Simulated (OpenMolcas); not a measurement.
**Tb²⁺ among point charges: CASSCF levels and susceptibility**

Aim: the splitting of the states of Tb²⁺ in the field of 6 point charges, its lowest levels with spin-orbit coupling and its magnetic susceptibility.

Program: OpenMolcas 26.06. Level of theory: state-averaged CASSCF, spin-orbit coupling by RASSI with atomic mean-field integrals. These are calculated values, not measurements, unless marked.

**1. What is computed**

```
Species                           : Tb²⁺ (terbium, Z = 65, 63 electrons)
Basis                             : ANO-RCC-VDZP [7s6p4d2f1g], 68 functions
Scalar Hamiltonian                : DKH2, point nucleus
Inactive shells                   : 1s 2s 2p 3s 3p 3d 4s 4p 4d 5s 5p
Active space                      : 9 electrons in 7 orbitals (4f)
Some configurations of this space : 4f9
Orbitals                          : optimised for the highest spin of each parity, averaged over all roots
```

The outer shells:

4f9
```
4f [↑↓][↑↓][↑ ][↑ ][↑ ][↑ ][↑ ]
```

The ion sits among 6 point charges of -0.75 e arranged as a tetragonal octahedron (D4h), 2.41 Å from the ion, with the axial distance 2.073 Å.

Each step is its own input file, run in one work folder so that later steps find the files of earlier ones. Labels, J, g values, rates, χT and fits are worked out afterwards by a script from the matrices that RASSI stores. The input lists half of the charges; inversion (Group=XYZ) makes the rest.

**2. One- and two-electron integrals**

File a.inp:

```
&GATEWAY
Coord
1

Tb 0.0 0.0 0.0
Basis=ANO-RCC-VDZP
Group=XYZ
NoMove
AngMom=0.0 0.0 0.0
AMFI
XField
3 Angstrom 0
2.410000 0.000000 0.000000 -0.750000
0.000000 2.410000 0.000000 -0.750000
0.000000 0.000000 2.072600 -0.750000
&SEWARD
```

**3. Reference wave functions, sextets of odd parity, 21 roots**

File a.inp:

```
&RASSCF
FileOrb=start.orb
Symmetry=2
Spin=6
nActEl=9 0 0
Inactive=15 12
Ras2=0 7
CIRoot=21 21 1
SDav=21
CIMx=300
Iter=120 100
PrWF=0.3
OrbListing=Nothing
MaxOrb=0
>>> COPY $Project.JobIph JOB001
```

start.orb holds the contracted functions of the basis, ordered by shell, or the orbitals of the step before.

**4. Reference wave functions, quartets of odd parity, 162 roots**

File a.inp:

```
&RASSCF
FileOrb=start.orb
Symmetry=2
Spin=4
nActEl=9 0 0
Inactive=15 12
Ras2=0 7
CIRoot=162 162 1
SDav=224
CIMx=300
Iter=120 100
PrWF=0.3
OrbListing=Nothing
MaxOrb=0
CIOnly
>>> COPY $Project.JobIph JOB002
```

**5. CASSCF: doublets of odd parity, 162 roots**

File a.inp:

```
&RASSCF
FileOrb=start.orb
Symmetry=2
Spin=2
nActEl=9 0 0
Inactive=15 12
Ras2=0 7
CIRoot=162 162 1
SDav=490
CIMx=300
Iter=120 100
PrWF=0.3
OrbListing=Nothing
MaxOrb=0
CIOnly
>>> COPY $Project.JobIph JOB003
```

**6. RASSI: spin-orbit coupling between the states**

File a.inp:

```
&RASSI
NrOfJobIphs=3 21 108 41
1 2 3 4 5 6 7 8 9 10 11 12 13 14 15 16 17 18 19 20 21
1 2 3 4 5 6 7 8 9 10 11 12 13 14 15 16 17 18 19 20 21 22 23 24 25 26 27
28 29 30 31 32 33 34 35 36 37 38 39 40 41 42 43 44 45 46 47 48 49 50 51
52 53 54 55 56 57 58 59 60 61 62 63 64 65 66 67 68 69 70 71 72 73 74 75
76 77 78 79 80 81 82 83 84 85 86 87 88 89 90 91 92 93 94 95 96 97 98 99
100 101 102 103 104 105 106 107 108
1 2 3 4 5 6 7 8 9 10 11 12 13 14 15 16 17 18 19 20 21 22 23 24 25 26 27
28 29 30 31 32 33 34 35 36 37 38 39 40 41
IphNames
JOB001
JOB002
JOB003
EJob
SpinOrbit
DIPRint=1.0
SOCoupling=1000.0
Subsets=2
Property=9
'ANGMOM' 1 'ANGMOM' 2 'ANGMOM' 3 'MLTPL  1' 1 'MLTPL  1' 2 'MLTPL  1' 3
'AMFI' 1 'AMFI' 2 'AMFI' 3
SOProperty=3
'ANGMOM' 1 'ANGMOM' 2 'ANGMOM' 3
```

Before running it: what results should come out? Wanted: spin-free ground state; first state of the same spin within the active space; lowest level; next level.

**Answer**, as computed:

```
                                            quantity                               value
                                              method                              CASSCF
                              spin-free ground state      6E, 2-fold in its orbital part
first state of the same spin within the active space                     6A2 at 527 cm⁻¹
                                        lowest level  2-fold E1/2, g = 0.00, 0.00, 19.92
                                          next level                          337.6 cm⁻¹
                                         χT at 300 K                     13.80 cm³ K/mol
                           effective moment at 300 K                            10.51 μB
```

**Reading.** The spin-free ground state (6E) comes to 100 % from free-ion H terms and keeps the highest spin of the shell. The quartets, doublets rest on orbitals optimised for another spin in at least one step, which raises them against the optimised states. Not all states of the active space went into the spin-orbit step. High states of lower spin are left out of the spin-orbit mixing, and CASSCF puts spin-flip levels too high. Point charges carry no covalency, so the field is a model and not that of real ligands.
